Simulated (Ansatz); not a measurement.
# HfB (Fm-3m) in Ansatz: further runs

One crystal, HfB, is run at these levels: PBEsol; tasks: single point, equation of state.

Everything below comes from runs of Ansatz 0.2.0. Logs are shortened: lines on timing, memory, paths and dates and some standing lists are left out, and cuts for length are marked.

## 1. Starting point

Symmetry: Fm-3m, No. 225, cubic system. The conventional cell has a = 4.620 Å, b = 4.620 Å, c = 4.620 Å, α = 90.00°, β = 90.00°, γ = 90.00°. Around Hf (site symmetry m-3m) lie 6 B at 2.31 Å. B (site symmetry m-3m) has 6 Hf at 2.31 Å as nearest neighbours.

## 2. Single point, PBEsol, 11.59 Å³/atom (volume scaled by 0.94)

The input, input.yaml:

```yaml
crystal:
  lattice:
    - [0.0, 2.2628439111, 2.2628439111]
    - [2.2628439111, 0.0, 2.2628439111]
    - [2.2628439111, 2.2628439111, 0.0]
  atoms:
    - { symbol: Hf, position: [0.5, 0.5, 0.5] }
    - { symbol: B, position: [0.0, 0.0, 0.0] }
kpoints:
  mp_grid: { grid: [10, 10, 10] }
scf:
  occupations: { method: fermi_dirac, width: 0.05 }
hamiltonian:
  xc: pbesol
  pseudopotentials: { kind: all_electron, lapw: { basis_error: 0.001 } }
output:
  forces: true
  stress: true
  eigenvalues: true
```

Potentials or basis: all-electron LAPW, scalar-relativistic.

The run is started by

```sh
ansatz run input.yaml --threads 1 --pin off --max-ram 3072MiB --backend cpu --events-out ev --progress --plain --runs-dir out
```

The program printed:

```text
Warning: RAYON_NUM_THREADS=1 ignored (pool sized by the plan → 1); use --threads N
LAPW: plane waves up to 8.818 Å⁻¹, error target 1.0e-3 eV per atom; small_component_spin mean_spin; B in spheres of 0.883 Å, 5 of its electrons in bands, Dirac shells []; Hf in spheres of 1.380 Å, 42 of its electrons in bands, Dirac shells [] (how accurate: hamiltonian.pseudopotentials.lapw.basis_error, Limitations)
Engine: ansatz 0.2.0, x86_64-unknown-linux-gnu
Pseudopotentials: kind: all_electron
Pseudopotential: Hf, LAPW, valence charge 42, lapw/all_electron/scalar/gaussian/Hf, Koelling and Harmon's equation, gaussian nucleus
Pseudopotential: B, LAPW, valence charge 5, lapw/all_electron/scalar/gaussian/B, Koelling and Harmon's equation, gaussian nucleus
Functional definition: PBEsol
  exchange = pbesol_x
  correlation = pbesol_c
Crystal: 2 atoms, lattice volume = 23.174 Å³
Basis set: ecut = 296.2238753458885 eV, 283 PW (Γ), exchange–correlation at level 2
Bands: 29, of which v1, the nominal top of the filled ones, is band 24 counted from 1 (23 counted from 0)
Symmetry: 48 space group operations
Space group: Fm-3m (ITA 225), of the structure as read, at distance tolerance 2.9e-5 Å
k-points: 47 of 1000
Non-local potential: Hf, projectors of the file, none
Non-local potential: B, projectors of the file, none
Initial density: superposition of atomic densities (chi_scale 0.1, normalization cell, long waves kept (reshape's long-wave potential 0.00 eV rms))
Initial wavefunctions: plane waves of lowest kinetic energy (no species holds an atomic orbital)
Functional: x = pbesol(κ = 0.804, μ = 0.12345679012345678), c = pbesol(β = 0.046)
iter 1 solved again at ethr=4.40e-3 eV; its pass at ethr=1.00e-1 eV (dr2=2.07e0 eV) is discarded
SCF iter   1: F=—  HF=-410801.183573 eV  |F-HF|=—  |Δ(HF+E_count)|=         —  Δρ=8.15e-2  dr2=2.07e0  ethr=4.40e-3  ⟨swp⟩=2.0  Hψ=8281  notcnv=0
preconditioner: auto → Kerker (q_TF=auto, 3.070 Å⁻¹)  [metal: Δε(μ)=0.112 eV  Ē_g=18.233 eV  σ=0.050 eV  W_gap=0.49  n_scr=14 (ndim 8)  ℏωp=40.1 eV  f_vac=0.000  D(μ)=0.94/eV (n_scr^D=8)]
SCF iter   2: F=—  HF=-410800.423733 eV  |F-HF|=—  |Δ(HF+E_count)|=   7.60e-1  Δρ=3.33e-2  dr2=3.57e-1  ethr=4.40e-3  ⟨swp⟩=2.7  Hψ=4098  notcnv=0
SCF iter   3: F=—  HF=-410800.334709 eV  |F-HF|=—  |Δ(HF+E_count)|=   8.90e-2  Δρ=2.23e-2  dr2=1.65e-1  ethr=7.60e-4  ⟨swp⟩=2.0  Hψ=4121  notcnv=0
SCF iter   4: F=—  HF=-410800.269197 eV  |F-HF|=—  |Δ(HF+E_count)|=         —  Δρ=1.13e-2  dr2=4.14e-2  ethr=3.50e-4  ⟨swp⟩=2.0  Hψ=3857  notcnv=0
the basis was enlarged: its passes take 766.1 KiB over the memory plan, 1 of 1 planned eigensolver slots
iter 5 solved again at ethr=1.88e-6 eV; its pass at ethr=8.80e-5 eV (dr2=8.83e-4 eV) is discarded
SCF iter   5: F=—  HF=-410800.264349 eV  |F-HF|=—  |Δ(HF+E_count)|=   4.85e-3  Δρ=1.90e-3  dr2=8.83e-4  ethr=1.88e-6  ⟨swp⟩=2.0  Hψ=6908  notcnv=0
SCF iter   6: F=—  HF=-410800.264402 eV  |F-HF|=—  |Δ(HF+E_count)|=   5.33e-5  Δρ=8.33e-4  dr2=2.06e-4  ethr=1.88e-6  ⟨swp⟩=2.0  Hψ=3918  notcnv=0
SCF iter   7: F=—  HF=-410800.264385 eV  |F-HF|=—  |Δ(HF+E_count)|=   1.65e-5  Δρ=1.14e-4  dr2=2.70e-6  ethr=4.39e-7  ⟨swp⟩=2.0  Hψ=3918  notcnv=0
SCF iter   8: F=—  HF=-410800.264385 eV  |F-HF|=—  |Δ(HF+E_count)|=   7.86e-8  Δρ=3.52e-5  dr2=2.62e-7  ethr=5.75e-9  ⟨swp⟩=2.0  Hψ=3918  notcnv=0
SCF iter   9: F=-410800.264385 eV  HF=-410800.264385 eV  |F-HF|=1.85e-8  |Δ(HF+E_count)|=   1.01e-7  Δρ=1.14e-5  dr2=2.83e-8  ethr=5.58e-10  ⟨swp⟩=2.7  Hψ=3954  notcnv=0
SCF 1 converged in 9 iterations: F = -410800.264385 eV  dr2 = 2.83e-8
SCF converged after 9 iterations
Free energy (F): -410800.264385 eV
Harris-Foulkes:  -410800.264385 eV  (|F-HF|=1.85e-8)
Internal energy: -410800.256955 eV  (E = F + TS)
E sigma→0 (E₀):  -410800.260670 eV
Entropy (-TS):   -0.007430 eV (-3.715 meV/atom)
Fermi energy:    21.257451 eV
--- Per-component energies (eV) ---
  E_band       = -3996.014586
  E_kinetic    = 456990.210447
  E_xc         = -8402.567313
  E_electrostatic = -859387.900089  (all electrons and nuclei)
  E_smearing   = -0.007430  (= −TS)
  E_closure    = 0.000000  (closes the sum)
  E_atoms      = -410784.893067  (free atoms, spherical and without spin; not in F)
  Σ components = -410800.264385   (vs F -410800.264385, Δ=0.00e0)
  Basis errors (estimates in eV, not in F): energy 4.1e-4 per atom: plane waves 3.8e-4 (2.1e-4 summed), levels above the bands 2.5e-106, relativity 3.2e-8, radial functions 2.8e-5, core shells 8.7e-8; eigenvalues (radial functions only) 3.7e-6; not estimated: angular momenta, meshes, grids; target (lapw.basis_error) 1.0e-3; muffin-tin radii B 0.883 Å, Hf 1.380 Å
--- Forces (eV/Å), atoms counted from 1 ---
  atom   1  Hf    -0.00000000     0.00000000     0.00000000
  atom   2  B      0.00000000    -0.00000000    -0.00000000
  max |Σ_I F_I| component: 5.96e-32 eV/Å
--- Stress (GPa, compression-positive) ---
       41.307785       0.000000       0.000000
        0.000000      41.307785      -0.000000
        0.000000      -0.000000      41.307785
  P = ⅓ Tr σ = 41.3078 GPa (413.078 kbar)
--- Band table (eV; the first three rows and the last of 47) ---
  k-point 0: bands = ["-349.4610", "-349.4610", "-349.4610", "-177.5387", "-177.5387", "-177.5387", "-177.5247", "-177.5247", "-148.8761", "-38.3143", "-6.7954", "-6.7954", "-6.7954", "11.5211", "11.6978", "11.6978", "11.6978", "11.7047", "11.8143", "11.8143", "11.8143", "23.4333", "23.4333", "23.4333", "25.5384", "25.5384", "25.5384", "25.6428", "25.6428"]
  k-point 1: bands = ["-349.4610", "-349.4610", "-349.4610", "-177.5387", "-177.5387", "-177.5387", "-177.5247", "-177.5247", "-148.8761", "-38.3085", "-6.8891", "-6.8046", "-6.8046", "11.6845", "11.7052", "11.7052", "11.7100", "11.8068", "11.8068", "11.8146", "11.8449", "22.5509", "23.1279", "23.1279", "24.2800", "24.2800", "25.9816", "27.8208", "27.8208"]
  k-point 2: bands = ["-349.4610", "-349.4610", "-349.4610", "-177.5387", "-177.5387", "-177.5387", "-177.5247", "-177.5247", "-148.8761", "-38.2932", "-7.1269", "-6.8285", "-6.8285", "11.6829", "11.7246", "11.7246", "11.7252", "11.7884", "11.7884", "11.8154", "12.7047", "21.0416", "21.7975", "21.7975", "24.8648", "24.8648", "26.5004", "30.3453", "30.3453"]
  k-point 46: bands = ["-349.4610", "-349.4610", "-349.4610", "-177.5387", "-177.5387", "-177.5387", "-177.5247", "-177.5247", "-148.8761", "-38.2321", "-7.4535", "-7.2971", "-7.1242", "11.7344", "11.7429", "11.7434", "11.7513", "11.7709", "11.7722", "11.7859", "15.4371", "19.8792", "20.1057", "20.2866", "26.1488", "27.9948", "29.6426", "29.8132", "33.1892"]
```

It took 10 s on 1 thread of AMD EPYC 7R43 (Zen 3), shared host; peak memory 0.35 GiB.

Results:

```yaml
Free_energy: -410800.2644 eV
Pressure: 41.3 GPa
Band_gap_on_the_k_mesh: none (metal or under the smearing width)
```

## 3. Single point, PBEsol, 11.83 Å³/atom (volume scaled by 0.96)

input.yaml, as its differences from that of step 2:

```diff
@@ -2,5 +2,5 @@
   lattice:
-    - [0.0, 2.2628439111, 2.2628439111]
-    - [2.2628439111, 0.0, 2.2628439111]
-    - [2.2628439111, 2.2628439111, 0.0]
+    - [0.0, 2.2787799567, 2.2787799567]
+    - [2.2787799567, 0.0, 2.2787799567]
+    - [2.2787799567, 2.2787799567, 0.0]
   atoms:
```

Potentials or basis: all-electron LAPW, scalar-relativistic.

The run is started by

```sh
ansatz run input.yaml --threads 1 --pin off --max-ram 3072MiB --backend cpu --events-out ev --progress --plain --runs-dir out
```

Wall time 13 s (1 thread of AMD EPYC 7R43 (Zen 3), shared host); peak memory 0.34 GiB.

It converged, with:

```
Free energy            : -410800.3812 eV
Pressure               : 34.7 GPa
Band gap on the k mesh : none (metal or under the smearing width)
```

## 4. Single point, PBEsol, 12.08 Å³/atom (volume scaled by 0.98)

input.yaml, as its differences from that of step 3:

```diff
@@ -2,5 +2,5 @@
   lattice:
-    - [0.0, 2.2787799567, 2.2787799567]
-    - [2.2787799567, 0.0, 2.2787799567]
-    - [2.2787799567, 2.2787799567, 0.0]
+    - [0.0, 2.2944961772, 2.2944961772]
+    - [2.2944961772, 0.0, 2.2944961772]
+    - [2.2944961772, 2.2944961772, 0.0]
   atoms:
```

The run is started by

```sh
ansatz run input.yaml --threads 1 --pin off --max-ram 3072MiB --backend cpu --events-out ev --progress --plain --runs-dir out
```

Wall time 9.8 s (1 thread of AMD EPYC 7R43 (Zen 3), shared host); peak memory 0.34 GiB.

Results (log left out):

```yaml
Free_energy: -410800.4787 eV
Pressure: 28.7 GPa
Band_gap_on_the_k_mesh: none (metal or under the smearing width)
```

## 5. Single point, PBEsol, 12.33 Å³/atom

input.yaml, as its differences from that of step 4:

```diff
@@ -2,5 +2,5 @@
   lattice:
-    - [0.0, 2.2944961772, 2.2944961772]
-    - [2.2944961772, 0.0, 2.2944961772]
-    - [2.2944961772, 2.2944961772, 0.0]
+    - [0.0, 2.31, 2.31]
+    - [2.31, 0.0, 2.31]
+    - [2.31, 2.31, 0.0]
   atoms:
```

The run is started by

```sh
ansatz run input.yaml --threads 1 --pin off --max-ram 3072MiB --backend cpu --events-out ev --progress --plain --runs-dir out
```

It took 9.6 s on 1 thread of AMD EPYC 7R43 (Zen 3), shared host; peak memory 0.34 GiB.

It converged, with:

* Free energy: -410800.5586 eV
* Pressure: 23.3 GPa
* Band gap on the k mesh: none (metal or under the smearing width)

## 6. Single point, PBEsol, 12.57 Å³/atom (volume scaled by 1.02)

input.yaml, as its differences from that of step 5:

```diff
@@ -2,5 +2,5 @@
   lattice:
-    - [0.0, 2.31, 2.31]
-    - [2.31, 0.0, 2.31]
-    - [2.31, 2.31, 0.0]
+    - [0.0, 2.3252984591, 2.3252984591]
+    - [2.3252984591, 0.0, 2.3252984591]
+    - [2.3252984591, 2.3252984591, 0.0]
   atoms:
```

Potentials or basis: all-electron LAPW, scalar-relativistic.

The run is started by

```sh
ansatz run input.yaml --threads 1 --pin off --max-ram 3072MiB --backend cpu --events-out ev --progress --plain --runs-dir out
```

Run time: 12 s. Hardware: 1 thread of AMD EPYC 7R43 (Zen 3), shared host; peak memory 0.34 GiB.

The run converged. Its results:

- Free energy: -410800.6223 eV
- Pressure: 18.2 GPa
- Band gap on the k mesh: none (metal or under the smearing width)

## 7. Single point, PBEsol, 12.82 Å³/atom (volume scaled by 1.04)

input.yaml, as its differences from that of step 6:

```diff
@@ -2,5 +2,5 @@
   lattice:
-    - [0.0, 2.3252984591, 2.3252984591]
-    - [2.3252984591, 0.0, 2.3252984591]
-    - [2.3252984591, 2.3252984591, 0.0]
+    - [0.0, 2.3403982228, 2.3403982228]
+    - [2.3403982228, 0.0, 2.3403982228]
+    - [2.3403982228, 2.3403982228, 0.0]
   atoms:
```

The run is started by

```sh
ansatz run input.yaml --threads 1 --pin off --max-ram 3072MiB --backend cpu --events-out ev --progress --plain --runs-dir out
```

Run time: 9.7 s. Hardware: 1 thread of AMD EPYC 7R43 (Zen 3), shared host; peak memory 0.34 GiB.

Results (log left out):

```
Free energy            : -410800.6713 eV
Pressure               : 13.7 GPa
Band gap on the k mesh : none (metal or under the smearing width)
```

## 8. Single point, PBEsol, 13.07 Å³/atom (volume scaled by 1.06)

input.yaml, as its differences from that of step 7:

```diff
@@ -2,5 +2,5 @@
   lattice:
-    - [0.0, 2.3403982228, 2.3403982228]
-    - [2.3403982228, 0.0, 2.3403982228]
-    - [2.3403982228, 2.3403982228, 0.0]
+    - [0.0, 2.3553056198, 2.3553056198]
+    - [2.3553056198, 0.0, 2.3553056198]
+    - [2.3553056198, 2.3553056198, 0.0]
   atoms:
```

The run is started by

```sh
ansatz run input.yaml --threads 1 --pin off --max-ram 3072MiB --backend cpu --events-out ev --progress --plain --runs-dir out
```

Run time: 9.2 s. Hardware: 1 thread of AMD EPYC 7R43 (Zen 3), shared host; peak memory 0.34 GiB.

It converged, with:

* Free energy: -410800.7067 eV
* Pressure: 9.5 GPa
* Band gap on the k mesh: none (metal or under the smearing width)

## 9. Equation of state, PBEsol

Potentials or basis: all-electron LAPW, scalar-relativistic.

No new run: the results of the series are fitted here.

What came out:

* Equilibrium volume: 13.72 Å³/atom (rough: see the caveat)
* Bulk modulus: 177 GPa (rough)

Energy against volume, from the lowest point:
```csv
volume (Å³/atom),energy (meV/atom)
11.587,221.18
11.833,162.76
12.080,114.01
12.326,74.09
12.573,42.23
12.819,17.74
13.066,0.00
```

Caveat: the minimum lies outside the volumes run.
